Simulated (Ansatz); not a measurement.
# TlBi (Pm-3m): frozen displacement of one atom in Python

Wanted for TlBi (Pm-3m): a frozen displacement of one atom.

Computed with Ansatz 0.2.0 through its Python package. Level of theory: DFT PBEsol, plane waves, PAW.

## 1. Starting point

The structure is cubic, space group Pm-3m (No. 221). The conventional cell has a = 3.992 Å, b = 3.992 Å, c = 3.992 Å, α = 90.00°, β = 90.00°, γ = 90.00°. Around Tl (site symmetry m-3m) lie 8 Bi at 3.46 Å. Around Bi (site symmetry m-3m) lie 8 Tl at 3.46 Å.

The script holds or builds the structure itself.

## 2. The script

File push.py:

```python
import ansatz as az
import numpy as np

lattice = az.Lattice.of(
    [3.99171, 0.0, 0.0],
    [0.0, 3.99171, 0.0],
    [0.0, 0.0, 3.99171],
)
sites = [
    ("Tl", [0.0, 0.0, 0.0]),
    ("Bi", [0.5, 0.5, 0.5]),
]
crystal = az.Crystal(lattice=lattice)
for symbol, position in sites:
    crystal = crystal.atom(symbol, position)

inverse = np.linalg.inv(np.array(crystal.lattice.vectors))
home = np.array(crystal.sites[0].position)
values = np.linspace(-0.02, 0.02, 5)
energies, pulls = [], []
for shift in values:
    moved = crystal.move(0, to=home + shift * inverse[1])
    model = moved.calculation()
    model = model.occupations(az.OccupationsMethod.FERMI_DIRAC, width=0.2)
    model = model.functional("pbesol")
    model = model.scf(tolerance=1e-08)
    model = model.kpoints(5, center="monkhorst-pack")
    model = model.basis(470, xc_grid=2).forces()
    r = model.run(threads=1, backend="cpu").report
    energies.append(r["free_energy_ev"])
    pulls.append(r["forces_ev_ang"][0][1])

print("shift (A)   dE (eV)   force along y (eV/A)")
for shift, e, f in zip(values, energies, pulls):
    print(f"{shift:8.3f} {e - energies[2]:10.5f} {f:12.4f}")
print(f"stiffness from energies {2 * np.polyfit(values, energies, 2)[0]:.3f}, from forces {-np.polyfit(values, pulls, 1)[0]:.3f} eV/A^2")
```

## 3. The calls as engine input

The package turns the script's settings into the engine's input (first run):

```yaml
crystal:
  lattice:
    - [3.99171, 0.0, 0.0]
    - [0.0, 3.99171, 0.0]
    - [0.0, 0.0, 3.99171]
  atoms:
    - { symbol: Tl, position: [0.0, -0.005010384020883281, 0.0] }
    - { symbol: Bi, position: [0.5, 0.5, 0.5] }
basis:
  ecutwfc: 470.0
  xc_grid: 2
kpoints:
  mp_grid:
    grid: [5, 5, 5]
    shift: [0.0, 0.0, 0.0]
hamiltonian:
  xc: pbesol
scf:
  convergence:
    dr2_threshold: 1.0e-08
  occupations:
    method: fermi_dirac
    width: 0.2
output:
  forces: true
```

## 4. Launch

On the command line:

```bash
python push.py
```

**Question.** How stiff is this displacement, and do energies and forces agree?

As calculated:

| quantity | value |
| --- | --- |
| runs compared | 5 |
| range of energy | 0.11 meV/atom |
| lowest point, shift of atom 1 from run 1 (Å) | 0.020 |

What this shows: The curvature of the energy gives 1.110 eV/Å² and the slope of the force 1.110 eV/Å², a positive curvature. The mesh is modest for a metal, so energies can be off by several to tens of meV an atom and pressures by half a GPa or more; differences at equal mesh fare better. In a metal a curvature from energy changes of a few meV or less hangs on mesh and smearing, in size and even in sign. Spin-orbit coupling, which matters for elements this heavy, is left out. The structure comes from a database of computed cells and needn't be a stable or known phase. All periodic images of the atom move with it, so the curvature is one diagonal element of the zone-centre force constants and no normal mode; a positive value doesn't exclude soft modes in which several atoms move.
